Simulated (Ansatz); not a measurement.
# C2HCl2FHf: the cost of one run

The runs use Ansatz 0.2.0, Gaussian basis; the settings change from run to run.

### 1 The molecule

The structure was relaxed beforehand with PBE0-D4 in a triple-zeta def2 set. Hf takes a core potential in def2 sets; no spin-orbit term is included.

7 atoms, charge 0, spin multiplicity 1.

Atoms are counted from 1 here; the program's logs count them from 0.

Bond lengths: C1–C2 1.214 Å, C1–H7 1.068 Å, C2–Hf3 2.157 Å, Hf3–F4 1.883 Å, Hf3–Cl5 2.329 Å, Hf3–Cl6 2.329 Å. Angles: C2–C1–H7 180.0°, C1–C2–Hf3 179.6°, C2–Hf3–F4 107.8°, C2–Hf3–Cl5 108.7°, C2–Hf3–Cl6 108.7°, F4–Hf3–Cl5 110.0°, F4–Hf3–Cl6 110.0°, Cl5–Hf3–Cl6 111.5°.

### 2 wB97/x2c-TZVPPall

This run has charge -1, multiplicity 2, a grid of angular degree 23.

Input file in.yaml:

```yaml
crystal:
  periodic: [false, false, false]
  atoms:
    - {symbol: C, position_ang: [1.646477, -1.347927, 0.711875]}
    - {symbol: C, position_ang: [0.742841, -0.636256, 0.322339]}
    - {symbol: Hf, position_ang: [-0.869962, 0.615721, -0.372173]}
    - {symbol: F, position_ang: [-2.288068, -0.509835, -0.891405]}
    - {symbol: Cl, position_ang: [-0.124021, 1.852234, -2.198958]}
    - {symbol: Cl, position_ang: [-1.548595, 1.998973, 1.373851]}
    - {symbol: H, position_ang: [2.441338, -1.972900, 1.054472]}
basis:
  gaussian: {orbitals: x2c-TZVPPall, final_grid: {core_spheres: 8, valence_spheres: 7, degree: 23}}
total_charge: -1
magnetization: {spin_polarized: true, initial_magnetization: 1}
hamiltonian: {xc: {name: wB97}}
```

Run with:

```bash
$ ansatz run in.yaml --threads 4 --pin off --events-out ev --progress --plain --max-ram 10444MiB
```

What time and memory should one allow on 4 threads of Arm Neoverse N1, shared host?

About 59 s, with a peak of 1.9 GiB.
